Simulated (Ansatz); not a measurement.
# LiC3: the cost of one run

Method: DFT PBE, scalar-relativistic, plane waves, PAW, in Ansatz 0.2.0.

**1. Starting point**

It takes space group P6/mmm (No. 191, hexagonal). The conventional cell has a = 4.254 Å, b = 4.254 Å, c = 2.481 Å, α = 90.00°, β = 90.00°, γ = 120.00°. Li (site symmetry -6m2) has 12 C at 1.88 Å as nearest neighbours. Around C (site symmetry m2m) lie 3 C at 1.42 Å and 4 Li at 1.88 Å.

Structure file:

```
Li C
1.0
     4.25395    0.00000    0.00000
    -2.12697    3.68403    0.00000
     0.00000    0.00000    2.48095
Li C
2 6
Cartesian
  0.0000 2.4560 1.2405
  2.1270 1.2280 1.2405
  0.7090 1.2280 0.0000
  -1.4180 2.4560 0.0000
  2.8360 0.0000 0.0000
  -0.7090 1.2280 0.0000
  1.4180 2.4560 0.0000
  1.4180 0.0000 0.0000
```

A structure generator made this guess: Li between sheets of the C type, stage 1 (P6/mmm, No. 191). Its size is a rough estimate.

**2. The guess as it stands, on a coarse mesh**

The input, input.yaml:

```yaml
crystal:
  lattice:
    - [4.25394799, 0.0, 0.0]
    - [-2.12697399, 3.68402702, 0.0]
    - [0.0, 0.0, 2.48095239]
  atoms:
    - { symbol: Li, position: [0.33333333, 0.66666667, 0.5] }
    - { symbol: Li, position: [0.66666667, 0.33333333, 0.5] }
    - { symbol: C, position: [0.33333333, 0.33333333, 0.0] }
    - { symbol: C, position: [0.0, 0.66666667, 0.0] }
    - { symbol: C, position: [0.66666667, 0.0, 0.0] }
    - { symbol: C, position: [0.0, 0.33333333, 0.0] }
    - { symbol: C, position: [0.66666667, 0.66666667, 0.0] }
    - { symbol: C, position: [0.33333333, 0.0, 0.0] }
basis:
  ecutwfc: 420
kpoints:
  mp_grid: { grid: [6, 6, 8] }
hamiltonian:
  xc: pbe
scf:
  occupations: { method: gaussian, width: 0.1 }
  lower_state_search: "off"
output:
  forces: true
  stress: true
  eigenvalues: true
```

On the command line:

```sh
> ansatz run input.yaml --threads 1 --pin off --max-ram 2048MiB --backend cpu --events-out ev --progress --plain --runs-dir out
```

What time and memory should one allow on 1 thread of Arm Neoverse V2, shared host?

About 2.4 s, with a peak of 0.29 GiB.
